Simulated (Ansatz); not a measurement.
# B2FH3OSi: the cost of one run

All numbers below are computed with Ansatz 0.2.0 (RKS PBE/def2-SVP).

**1. Starting point**

Bond lengths: B1–B2 1.694 Å, B2–O3 1.493 Å, B2–Si4 1.949 Å, O3–Si4 1.672 Å, Si4–F5 1.665 Å, B1–H6 1.110 Å, B1–H7 1.218 Å, Si4–H8 1.502 Å. Angles: B1–B2–O3 151.8°, B1–B2–Si4 139.9°, O3–B2–Si4 56.2°, B2–B1–H6 121.7°, B2–B1–H7 116.9°, H6–B1–H7 121.3°, B2–O3–Si4 75.8°, B2–Si4–O3 47.9°, B2–Si4–F5 119.5°, B2–Si4–H8 123.3°, O3–Si4–F5 111.5°, O3–Si4–H8 103.0°, F5–Si4–H8 116.5°.

Structure file:

```xyz
8

B     1.2442    0.8612    1.1278
B    -0.1438    0.4846    0.2318
O    -1.0185    0.6426   -0.9678
Si   -0.9309   -1.0111   -0.7397
F    -0.0611   -1.7499   -1.9521
H     1.7341    0.1145    1.7874
H     1.6418    2.0112    1.0691
H    -2.3737   -1.4103   -0.6121
```

**2. End point A**

Contents of input.yaml:

```yaml
crystal:
  periodic: [false, false, false]
  atoms:
    - { symbol: B, position_ang: [1.2442, 0.8612, 1.1278] }
    - { symbol: B, position_ang: [-0.1438, 0.4846, 0.2318] }
    - { symbol: O, position_ang: [-1.0185, 0.6426, -0.9678] }
    - { symbol: Si, position_ang: [-0.9309, -1.0111, -0.7397] }
    - { symbol: F, position_ang: [-0.0611, -1.7499, -1.9521] }
    - { symbol: H, position_ang: [1.7341, 0.1145, 1.7874] }
    - { symbol: H, position_ang: [1.6418, 2.0112, 1.0691] }
    - { symbol: H, position_ang: [-2.3737, -1.4103, -0.6121] }
basis:
  gaussian: { orbitals: def2-SVP }
hamiltonian:
  xc: pbe
relax:
  f_tol: 0.015
  max_steps: 40
```

Launch:

```console
$ ansatz run input.yaml --threads 1 --pin off --max-ram 2048MiB --backend cpu --events-out ev --progress --plain --runs-dir out
```

Q: Estimate wall time and peak memory on 1 thread of Arm Neoverse V2, shared host.

About 62 s, with a peak of 0.14 GiB.
